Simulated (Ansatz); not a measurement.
# C₂H₂AlFTe: a ladder of functionals and wavefunction methods

The task here is to estimate one member of a computed series from the others.

Computed with Ansatz 0.2.0, Gaussian basis. Level: functionals in def2-TZVPP, the program's frozen cores in correlated methods.

Levels to be run: LDA (SPW92), PBE-D4, revPBE-D4, BLYP-D4, r2SCAN-D4, B97M-V, PBE0-D4, B3LYP-D4, r2SCANh-D4, r2SCAN0-D4, HSE06-D4, BHLYP-D4, CAM-B3LYP-D4, LC-ωPBE, ωB97X-V, ωB97M-V, B2PLYP, PBE-QIDH; CCSD(T)/def2-SVP; CCSD(T)/def2-TZVPP; MP2/def2-QZVPP; extrapolation to the limit; RPA on PBE.

### The relaxed structure

An earlier PBE0-D4 in a triple-zeta def2 set relaxation fixed the geometry. Te takes the def2 core potential; no spin-orbit term is included.

SMILES `C=[C]1[Te][Al]1[F]`, 7 atoms, charge 0, spin multiplicity 1.

Atoms are counted from 1 here; the program's logs count them from 0.

Bond lengths: C1–C2 1.321 Å, C1–H6 1.088 Å, C1–H7 1.086 Å, C2–Te3 2.259 Å, C2–Al4 1.876 Å, Te3–Al4 2.431 Å, Al4–F5 1.637 Å. Angles: C2–C1–H6 119.5°, C2–C1–H7 124.0°, H6–C1–H7 116.5°, C1–C2–Te3 126.2°, C1–C2–Al4 162.4°, Te3–C2–Al4 71.3°, C2–Te3–Al4 47.0°, C2–Al4–Te3 61.7°, C2–Al4–F5 146.7°, Te3–Al4–F5 151.6°.

Set-up of the first run:

The input, in.yaml:

```yaml
crystal:
  periodic: [false, false, false]
  atoms:
    - {symbol: C, position_ang: [0.953172, -0.367616, 1.024314]}
    - {symbol: C, position_ang: [0.080451, -0.120268, 0.064539]}
    - {symbol: Te, position_ang: [-0.954847, -1.656663, -1.227560]}
    - {symbol: Al, position_ang: [-1.053816, 0.770243, -1.134703]}
    - {symbol: F, position_ang: [-1.629529, 2.209610, -1.660209]}
    - {symbol: H, position_ang: [1.386192, 0.461189, 1.580698]}
    - {symbol: H, position_ang: [1.279677, -1.364395, 1.307223]}
basis:
  gaussian: {orbitals: def2-TZVPP}
hamiltonian: {xc: lda}
output: {orbitals: {seedname: orbitals}}
```

Run with:

```
$ ansatz run in.yaml --threads 4 --pin off --events-out ev --progress --plain --max-ram 10444MiB
```

Among the steps run: LDA; PBE-D4 (GGA); revPBE-D4 (GGA); BLYP-D4 (GGA); r2SCAN-D4 (meta-GGA); B97M-V (meta-GGA); B3LYP-D4 (hybrid); r2SCANh-D4 (hybrid); r2SCAN0-D4 (hybrid); HSE06-D4 (hybrid); BHLYP-D4 (hybrid); CAM-B3LYP-D4 (range-separated); LC-ωPBE (range-separated); ωB97X-V (range-separated); ωB97M-V (range-separated); B2PLYP (double hybrid); PBE-QIDH (double hybrid).

One of the session's tables, all rows but one given; the rest of the session is left out.

It belongs to the step «Frontier levels by functional». 

```
  functional  HOMO (eV)  LUMO (eV)  gap (eV)
 LDA (SPW92)          ?          ?         ?
      PBE-D4      -5.47      -2.79      2.67
   revPBE-D4      -5.40      -2.68      2.72
     BLYP-D4      -5.27      -2.70      2.57
   r2SCAN-D4      -5.64      -2.56      3.09
      B97M-V      -5.58      -2.58      3.01
     PBE0-D4      -6.37      -2.02      4.36
    B3LYP-D4      -6.16      -2.24      3.91
  r2SCANh-D4      -5.98      -2.28      3.70
  r2SCAN0-D4      -6.49      -1.88      4.61
    HSE06-D4      -5.99      -2.39      3.61
    BHLYP-D4      -7.11      -1.21      5.90
CAM-B3LYP-D4      -7.49      -1.06      6.43
     LC-ωPBE      -8.72       0.09      8.81
     ωB97X-V      -8.41      -0.04      8.37
     ωB97M-V      -8.32      -0.26      8.05
```

Estimate the missing values for LDA (SPW92).

The run gave: HOMO (eV): -5.65; LUMO (eV): -3.04; gap (eV): 2.61. In the column «HOMO (eV)» it lies between r2SCANh-D4 (-5.98) and r2SCAN-D4 (-5.64).
